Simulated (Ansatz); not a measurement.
# Hf3N2: properties at the relaxed cell

The task, for Hf3N2: measure the bulk modulus from energies at several volumes.

Computed with Ansatz 0.2.0 (DFT r2SCAN, scalar-relativistic, plane waves, PAW, unless a step's input says otherwise).

1 further run of the same task is left out (set aside as unsound or not needed).

### Step 1. The starting structure

The structure is trigonal, space group R-3m (No. 166). Conventional cell: a = 3.209 Å, b = 3.209 Å, c = 23.315 Å, α = 90.00°, β = 90.00°, γ = 120.00°. Hf (site symmetry 3m) has 3 N at 2.30 Å as nearest neighbours. Hf (site symmetry -3m) has 6 N at 2.25 Å as nearest neighbours. N (site symmetry 3m) has 6 Hf at 2.25 to 2.30 Å as nearest neighbours.

As a file:

```cif
data_structure
_symmetry_space_group_name_H-M 'R-3m:H'
_symmetry_Int_Tables_number 166
_cell_length_a 3.2088
_cell_length_b 3.2088
_cell_length_c 23.3146
_cell_angle_alpha 90.000
_cell_angle_beta 90.000
_cell_angle_gamma 120.000
_cell_volume 207.89
loop_
_atom_site_label
_atom_site_type_symbol
_atom_site_symmetry_multiplicity
_atom_site_Wyckoff_symbol
_atom_site_fract_x
_atom_site_fract_y
_atom_site_fract_z
_atom_site_occupancy
Hf1 Hf 6 c 0.00000 0.00000 0.77964 1
Hf2 Hf 3 a 0.00000 0.00000 0.00000 1
N1 N 6 c 0.66667 0.33333 0.94542 1
```

It goes back to an entry of the Materials Project, which need not be the stable form.

It is the result of an earlier relaxation at this level (volume 13.86 Å³/atom; gap on the mesh: none (metal)).

### Step 2. Volume × 0.97

input.yaml reads:

```yaml
crystal:
  lattice:
    - [1.5881922301, 0.9169432116, 7.6930189524]
    - [-1.5881922301, 0.9169432116, 7.6930189524]
    - [0.0, -1.8338864231, 7.6930189524]
  atoms:
    - { symbol: Hf, position: [0.7796411018, 0.7796411018, 0.7796411018] }
    - { symbol: Hf, position: [0.2203588982, 0.2203588982, 0.2203588982] }
    - { symbol: Hf, position: [0.0, 0.0, 0.0] }
    - { symbol: "N", position: [0.6120889279, 0.6120889279, 0.6120889279] }
    - { symbol: "N", position: [0.3879110721, 0.3879110721, 0.3879110721] }
basis:
  ecutwfc: 500
kpoints:
  mp_grid: { grid: [12, 12, 12] }
hamiltonian:
  xc: r2scan
scf:
  occupations: { method: gaussian, width: 0.1 }
output:
  forces: true
  stress: true
  eigenvalues: true
  write_density: true
  write_potential: true
  elf: true
  volumetric_format: npy
relax:
  adjacent_minimum: "off"
  f_tol: 0.01
  max_steps: 30
  cell: { stress_tol: 0.1, fix: [volume] }
```

Launch:

```sh
$ ansatz run input.yaml --threads 1 --pin off --max-ram 2560MiB --backend cpu --events-out ev --progress --plain --runs-dir out
```

### Step 3. Volume × 1.03

Edit input.yaml of step 2 so:

```diff
@@ -2,5 +2,5 @@
   lattice:
-    - [1.5881922301, 0.9169432116, 7.6930189524]
-    - [-1.5881922301, 0.9169432116, 7.6930189524]
-    - [0.0, -1.8338864231, 7.6930189524]
+    - [1.6202855683, 0.935472309, 7.8484753602]
+    - [-1.6202855683, 0.935472309, 7.8484753602]
+    - [0.0, -1.870944618, 7.8484753602]
   atoms:
@@ -23,6 +23,2 @@
   eigenvalues: true
-  write_density: true
-  write_potential: true
-  elf: true
-  volumetric_format: npy
 relax:
```

### Step 4. Point at V/V0 = 0.94

input.yaml reads:

```yaml
crystal:
  lattice:
    - [1.5717242683, 0.9074354294, 7.6121324739]
    - [-1.5717242683, 0.9074354294, 7.6121324739]
    - [0.0, -1.8148708588, 7.6121324739]
  atoms:
    - { symbol: Hf, position: [0.7799172019, 0.7799172019, 0.7799172019] }
    - { symbol: Hf, position: [0.2200827981, 0.2200827981, 0.2200827981] }
    - { symbol: Hf, position: [0.0, 0.0, 0.0] }
    - { symbol: "N", position: [0.611801123, 0.611801123, 0.611801123] }
    - { symbol: "N", position: [0.388198877, 0.388198877, 0.388198877] }
basis:
  ecutwfc: 500
kpoints:
  mp_grid: { grid: [12, 12, 12] }
hamiltonian:
  xc: r2scan
scf:
  occupations: { method: gaussian, width: 0.1 }
output:
  forces: true
  stress: true
  eigenvalues: true
relax:
  adjacent_minimum: "off"
  f_tol: 0.01
  max_steps: 30
  cell: { stress_tol: 0.1, fix: [volume] }
```

### Step 5. The cell scaled to 1.06 of its volume

input.yaml reads:

```yaml
crystal:
  lattice:
    - [1.6356665514, 0.9443525237, 7.9258805351]
    - [-1.6356665514, 0.9443525237, 7.9258805351]
    - [0.0, -1.8887050475, 7.9258805351]
  atoms:
    - { symbol: Hf, position: [0.7793594453, 0.7793594453, 0.7793594453] }
    - { symbol: Hf, position: [0.2206405547, 0.2206405547, 0.2206405547] }
    - { symbol: Hf, position: [0.0, 0.0, 0.0] }
    - { symbol: "N", position: [0.6123822681, 0.6123822681, 0.6123822681] }
    - { symbol: "N", position: [0.3876177319, 0.3876177319, 0.3876177319] }
basis:
  ecutwfc: 500
kpoints:
  mp_grid: { grid: [12, 12, 12] }
hamiltonian:
  xc: r2scan
scf:
  occupations: { method: gaussian, width: 0.1 }
output:
  forces: true
  stress: true
  eigenvalues: true
relax:
  adjacent_minimum: "off"
  f_tol: 0.01
  max_steps: 30
  cell: { stress_tol: 0.1, fix: [volume] }
```

### Step 6. Point at V/V0 = 0.91

input.yaml reads:

```yaml
crystal:
  lattice:
    - [1.5547861285, 0.8976561898, 7.530629475]
    - [-1.5547861285, 0.8976561898, 7.530629475]
    - [0.0, -1.7953123797, 7.530629475]
  atoms:
    - { symbol: Hf, position: [0.7801948566, 0.7801948566, 0.7801948566] }
    - { symbol: Hf, position: [0.2198051434, 0.2198051434, 0.2198051434] }
    - { symbol: Hf, position: [0.0, 0.0, 0.0] }
    - { symbol: "N", position: [0.6115132775, 0.6115132775, 0.6115132775] }
    - { symbol: "N", position: [0.3884867225, 0.3884867225, 0.3884867225] }
basis:
  ecutwfc: 500
kpoints:
  mp_grid: { grid: [12, 12, 12] }
hamiltonian:
  xc: r2scan
scf:
  occupations: { method: gaussian, width: 0.1 }
output:
  forces: true
  stress: true
  eigenvalues: true
relax:
  adjacent_minimum: "off"
  f_tol: 0.01
  max_steps: 30
  cell: { stress_tol: 0.1, fix: [volume] }
```

### Step 7. Point at V/V0 = 1.10

input.yaml reads:

```yaml
crystal:
  lattice:
    - [1.6557163569, 0.9559282843, 8.0269768189]
    - [-1.6557163569, 0.9559282843, 8.0269768189]
    - [0.0, -1.9118565687, 8.0269768189]
  atoms:
    - { symbol: Hf, position: [0.7790711091, 0.7790711091, 0.7790711091] }
    - { symbol: Hf, position: [0.2209288909, 0.2209288909, 0.2209288909] }
    - { symbol: Hf, position: [0.0, 0.0, 0.0] }
    - { symbol: "N", position: [0.6126875471, 0.6126875471, 0.6126875471] }
    - { symbol: "N", position: [0.3873124529, 0.3873124529, 0.3873124529] }
basis:
  ecutwfc: 500
kpoints:
  mp_grid: { grid: [12, 12, 12] }
hamiltonian:
  xc: r2scan
scf:
  occupations: { method: gaussian, width: 0.1 }
output:
  forces: true
  stress: true
  eigenvalues: true
  write_density: true
  write_potential: true
  elf: true
  volumetric_format: npy
relax:
  adjacent_minimum: "off"
  f_tol: 0.01
  max_steps: 30
  cell: { stress_tol: 0.1, fix: [volume] }
```

(Steps that only read results are left out.)

**Question.** What will these runs give? Wanted: equilibrium volume of the fit; bulk modulus.

As calculated:

```
                     quantity          value
equilibrium volume of the fit  13.86 Å³/atom
                 bulk modulus        223 GPa
      its pressure derivative            4.0
```

What this shows: The fit puts the minimum at 13.86 Å³/atom with B = 223 GPa and B' = 4.0. Spin-orbit coupling is left out for Hf.
